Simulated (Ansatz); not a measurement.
# C3H7NSi: the cost of one run

Method: RKS B3LYP/6-31G, in Ansatz 0.2.0.

### 1 The system as given

Bond lengths: N1–C2 1.264 Å, C2–C3 1.334 Å, C3–Si4 1.944 Å, C2–C5 1.584 Å, Si4–C5 1.922 Å, N1–H6 1.042 Å, N1–H7 1.016 Å, C3–H8 1.065 Å, Si4–H9 1.494 Å, Si4–H10 1.446 Å, C5–H11 1.062 Å, C5–H12 1.088 Å. Angles (14 of 21 angles, heavy atoms first): N1–C2–C3 134.0°, N1–C2–C5 125.8°, C3–C2–C5 100.2°, C2–C3–Si4 98.1°, C3–Si4–C5 71.0°, C2–C5–Si4 90.8°, C2–N1–H6 124.6°, C2–N1–H7 123.5°, C2–C3–H8 135.3°, Si4–C3–H8 126.6°, C3–Si4–H9 110.2°, C3–Si4–H10 112.3°, C5–Si4–H9 116.2°, C5–Si4–H10 116.7°.

As a file:

```xyz
12

N    -1.7934   -0.6559   -0.5183
C    -0.6899   -0.2409   -0.0623
C    -0.1794   -0.1232    1.1649
Si    1.5943    0.4944    0.6651
C     0.5492    0.2330   -0.9272
H    -2.0708   -0.6156   -1.5216
H    -2.5831   -0.9105    0.0680
H    -0.5302   -0.3125    2.1522
H     1.7905    1.9098    1.1014
H     2.6158   -0.4906    0.9408
H     0.9622   -0.5113   -1.5621
H     0.4118    1.1681   -1.4668
```

### 2 Relaxing end A

The input, input.yaml:

```yaml
crystal:
  periodic: [false, false, false]
  atoms:
    - { symbol: "N", position_ang: [-1.7934, -0.6559, -0.5183] }
    - { symbol: C, position_ang: [-0.6899, -0.2409, -0.0623] }
    - { symbol: C, position_ang: [-0.1794, -0.1232, 1.1649] }
    - { symbol: Si, position_ang: [1.5943, 0.4944, 0.6651] }
    - { symbol: C, position_ang: [0.5492, 0.233, -0.9272] }
    - { symbol: H, position_ang: [-2.0708, -0.6156, -1.5216] }
    - { symbol: H, position_ang: [-2.5831, -0.9105, 0.068] }
    - { symbol: H, position_ang: [-0.5302, -0.3125, 2.1522] }
    - { symbol: H, position_ang: [1.7905, 1.9098, 1.1014] }
    - { symbol: H, position_ang: [2.6158, -0.4906, 0.9408] }
    - { symbol: H, position_ang: [0.9622, -0.5113, -1.5621] }
    - { symbol: H, position_ang: [0.4118, 1.1681, -1.4668] }
basis:
  gaussian: { orbitals: "6-31G" }
hamiltonian:
  xc: b3lyp
relax:
  f_tol: 0.015
  max_steps: 40
output:
  orbitals: {}
```

Launch:

```sh
> ansatz run input.yaml --threads 1 --pin off --max-ram 2048MiB --backend cpu --events-out ev --progress --plain --runs-dir out
```

Q: Estimate wall time and peak memory on 1 thread of Arm Neoverse V1, shared host.

About 34 s, with a peak of 0.14 GiB.
